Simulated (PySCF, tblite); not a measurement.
# C7H12OSi: geometry, infrared bands and NMR shifts

Wanted: the infrared bands and NMR shifts of C7H12OSi (`C#C[C@](C)(C=O)CC[SiH3]`), by calculation.

The runs use tblite 0.8.0 and PySCF 2.14.0, with density-fitted response routines of our own; the level of theory stands in each step. All values are computed, except where a source is named. Atoms are numbered from 0 throughout.

## Step 1: The starting structure

21 atoms, charge 0, multiplicity 1; geometry from: force field or distance geometry start.

Bonds of the start (Å): C0–C1 1.19, C1–C2 1.50, C2–C3 1.54, C2–C4 1.53, C4–O5 1.22, C2–C6 1.54, C6–C7 1.55, C7–Si8 1.87, C0–H9 1.07, C3–H10 1.11, C3–H11 1.09, C3–H12 1.10, C4–H13 1.10, C6–H14 1.09, C6–H15 1.11, C7–H16 1.10, C7–H17 1.09, Si8–H18 1.48, Si8–H19 1.48, Si8–H20 1.49.

## Step 2: Geometry optimisation with GFN2-xTB

What the job is given:

```
{"job": {"kind": "relax", "xc": "GFN2-xTB", "basis": "xTB"}, "charge": 0, "multiplicity": 1}
C     -1.808300     1.698200    -1.696100
C     -1.481900     0.793500    -1.000700
C     -1.050700    -0.344400    -0.122600
C     -1.656200    -1.633700    -0.698600
C     -1.654300    -0.167100     1.276700
O     -1.124400    -0.551800     2.304300
C      0.483500    -0.458900    -0.082600
C      1.221700     0.793200     0.449900
Si     3.083700     0.617400     0.570400
H     -2.118200     2.509000    -2.318600
H     -1.389600    -2.505000    -0.069700
H     -1.303700    -1.839300    -1.707100
H     -2.756200    -1.596200    -0.716900
H     -2.661300     0.275300     1.302400
H      0.853000    -0.680900    -1.085900
H      0.753600    -1.322600     0.558700
H      1.007200     1.645500    -0.204900
H      0.839000     1.047000     1.439900
H      3.642600     0.340900    -0.769200
H      3.444200    -0.492900     1.486400
H      3.667300     1.889700     1.083600
```

Launch:

```console
$ OMP_NUM_THREADS=1 python probes_run.py task.json out
```

The driver reads the jobs from task.json and runs them one after another.

**Question.** This job is followed by: GFN2-xTB harmonic vibrations, gas phase; GIAO PBE0/pcSseg-1 NMR shielding, non-relativistic, gas phase. Predict these results of the whole session: strongest single infrared mode (GFN2-xTB); zero-point energy (GFN2-xTB); ¹³C shifts against TMS (PBE0/pcSseg-1); ¹H shifts against TMS (PBE0/pcSseg-1, means over atoms taken as alike); ¹⁷O shifts against H2O (PBE0/pcSseg-1); ²⁹Si shifts against TMS (PBE0/pcSseg-1).

As calculated:

```
                                                              quantity                                               value
                             strongest single infrared mode (GFN2-xTB)                               2246 cm⁻¹, 326 km/mol
                                          zero-point energy (GFN2-xTB)                                      101.1 kcal/mol
                                ¹³C shifts against TMS (PBE0/pcSseg-1)        206.8, 90.4, 82.2, 50.2, 35.4, 26.9, 7.5 ppm
¹H shifts against TMS (PBE0/pcSseg-1, means over atoms taken as alike)  9.86, 3.84, 2.11, 1.90, 1.32, 1.28, 1.12, 0.71 ppm
                                ¹⁷O shifts against H2O (PBE0/pcSseg-1)                                           666.8 ppm
                               ²⁹Si shifts against TMS (PBE0/pcSseg-1)                                           -70.0 ppm
```

Relaxing lowered the energy by 0.141 eV in 52 steps; the close pair that moved most is C1–C2, from 1.501 to 1.453 Å. All 57 modes are real, so the xTB geometry is a minimum. The strongest single mode, at 2246 cm⁻¹, moves mainly H18. GFN2-xTB is a fitted tight-binding method: band positions and strengths are rough. Its intensities can rank the bands wrongly. C4 (aldehyde carbonyl carbon) lies farthest downfield among carbon, at 206.8 ppm; the double bond to the heteroatom, with no lone-pair donor beside it, deshields it most. The most deshielded hydrogen is H13 (hydrogen on an aldehyde carbonyl carbon), at 9.86 ppm: the C=O anisotropy and electron withdrawal place aldehyde protons far downfield. At PBE0/pcSseg-1: Shielding is most anisotropic at O5 (span 1298 ppm, paramagnetic term -732 ppm).
